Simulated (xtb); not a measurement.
**GFN1-xTB run of GeH4SO2 (SMILES [OH][GeH]([OH])[SH])**

We compute a structure relaxation of GeH4SO2. 

The results are computed with xtb 6.7.1 later snapshot.

3 further runs of the same task are left out: 3 set aside as unsound or not needed.

## Step 1: The structure to begin with

GeH4SO2: 8 atoms, total charge 0, spin state singlet. SMILES: `[OH][GeH]([OH])[SH]`. All atoms were displaced at random from a relaxed shape. The run starts from this shape.

Bond lengths: O1–Ge2 1.690 Å, Ge2–O3 1.705 Å, Ge2–S4 2.336 Å, O1–H5 0.862 Å, Ge2–H6 1.450 Å, O3–H7 0.917 Å, S4–H8 1.219 Å. Angles: O1–Ge2–O3 110.9°, O1–Ge2–S4 103.5°, O3–Ge2–S4 103.5°, O1–Ge2–H6 113.8°, O3–Ge2–H6 113.5°, S4–Ge2–H6 110.7°, Ge2–O1–H5 133.7°, Ge2–O3–H7 113.7°, Ge2–S4–H8 93.4°.

## Step 2: A structure relaxation at GFN1-xTB

coord

```
$coord
     -1.176392307102      2.491925148760     -1.460909472426  o
      0.104048320422      0.524606869457      0.705623734935  ge
      2.949012103785     -0.601764387126     -0.302923097778  o
     -2.520346629675     -3.022730319906      0.554653514839  s
     -2.600886757106      3.272759983456     -1.569152984844  h
      0.179580673623      1.567490025855      3.237743358366  h
      3.513832345174      0.138857075638     -1.763397933195  h
     -0.784708773251     -4.493447470919      0.922507602259  h
$end
```

Command:

```console
$ xtb coord --gfn1 -o tight -P 1 | tee xtb.out
```

What values should one expect? Wanted: total energy at the end; dipole moment; HOMO energy; LUMO energy; HOMO–LUMO gap; dispersion energy.

Answer, from the run:

At GFN1-xTB:

| quantity | value |
| --- | --- |
| total energy at the end | -16.99521 Eh |
| dipole moment | 1.12 D |
| HOMO energy | -11.77 eV |
| LUMO energy | -4.74 eV |
| HOMO–LUMO gap | 7.04 eV |
| dispersion energy | -6.45 kJ/mol |

At the final geometry: Bond lengths: O1–Ge2 1.767 Å, Ge2–O3 1.781 Å, Ge2–S4 2.161 Å, O1–H5 0.956 Å, Ge2–H6 1.468 Å, O3–H7 0.957 Å, S4–H8 1.317 Å. Angles: O1–Ge2–O3 106.8°, O1–Ge2–S4 109.4°, O3–Ge2–S4 104.7°, O1–Ge2–H6 104.7°, O3–Ge2–H6 111.3°, S4–Ge2–H6 119.4°, Ge2–O1–H5 114.7°, Ge2–O3–H7 111.8°, Ge2–S4–H8 94.9°. The optimisation took 48 steps and changed the energy by -0.836 eV. Mulliken charges run from -0.60 on O3 to +0.54 on Ge2.
